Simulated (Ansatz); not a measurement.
# GeC₂ (quintet): the correlation ladder, cc-pVTZ

One table from this session's results is given with a row withheld; the runs are named, their logs left out.

Program: Ansatz 0.2.0, Gaussian basis. Level of theory: cc-pVTZ, core rule «outside noble gas», up to 16 orbitals frozen. These are calculated values, not measurements.

Plan: UHF; CCSD(T) on ROHF; CCSD(T) on UHF; BCCD(T) on ROHF; CCSDT(Q) on ROHF; CCSDT(Q) on UHF; CASSCF and NEVPT2, 12 electrons in 12 orbitals.

6 further runs of the same task are left out: 6 set aside as unsound or not needed.

### The system

The geometry is a PBE0/def2-TZVP stationary point (not a proven minimum) of the parent state, kept for this charge and spin. No spin-orbit coupling is included. The filled d shell of Ge may be among the frozen orbitals whatever the setting's name suggests; the logs give the count.

3 atoms, charge 0, spin multiplicity 5.

Atoms are counted from 1 here; the program's logs count them from 0.

Bond lengths: C1–C2 1.234 Å, C2–Ge3 1.890 Å. Angles: C1–C2–Ge3 180.0°.

Coordinates:

```xyz
3

C     0.00000    0.00000   -1.45250
C     0.00000    0.00000   -0.21880
Ge    0.00000    0.00000    1.67130
```

Set-up of the first run:

Input file in.yaml:

```yaml
crystal:
  periodic: [false, false, false]
  atoms:
    - {symbol: C, position_ang: [0.000000, 0.000000, -1.452500]}
    - {symbol: C, position_ang: [0.000000, 0.000000, -0.218800]}
    - {symbol: Ge, position_ang: [0.000000, 0.000000, 1.671300]}
basis:
  gaussian: {orbitals: cc-pVTZ}
magnetization: {spin_polarized: true, initial_magnetization: 4}
hamiltonian: {xc: hf}
output: {orbitals: {seedname: orbitals}}
```

Launch:

```bash
> ansatz run in.yaml --threads 1 --pin off --events-out ev --progress --plain --max-ram 2816MiB --backend cpu
```

Among the steps run: UHF; CCSD(T) on ROHF; CCSD(T) on UHF; BCCD(T) on ROHF; CCSDT(Q) on ROHF; CCSDT(Q) on UHF; CASSCF and NEVPT2, 12 electrons in 12 orbitals.

One of the session's tables, all rows but one given; the rest of the session is left out.

| method | from RCCSDT(Q) (meV) |
| --- | --- |
| ROHF | +9739.0 |
| UHF | +8946.8 |
| RMP2 | +1106.1 |
| UMP2 | +1690.7 |
| RCCSD | +629.7 |
| UCCSD | +580.9 |
| RCCSD(T) | +70.8 |
| UCCSD(T) | +75.1 |
| BCCD(T) | +71.2 |
| RCCSDT | +51.4 |
| UCCSDT | +18.3 |
| RCCSDT(Q) | 0 |
| UCCSDT(Q) | -27.2 |
| CASSCF valence | +5653.1 |
| NEVPT2 valence | ? |

**Question.** Estimate the row for NEVPT2 valence.

**Answer.** from RCCSDT(Q) (meV): +1193.6. In the column «from RCCSDT(Q) (meV)» it lies between RMP2 (+1106.1) and UMP2 (+1690.7).

Caveats from the session: Restricted and unrestricted rows rest on different reference determinants; where their highest levels disagree by more than a few hundredths of an eV, they describe different states and don't form one ladder.
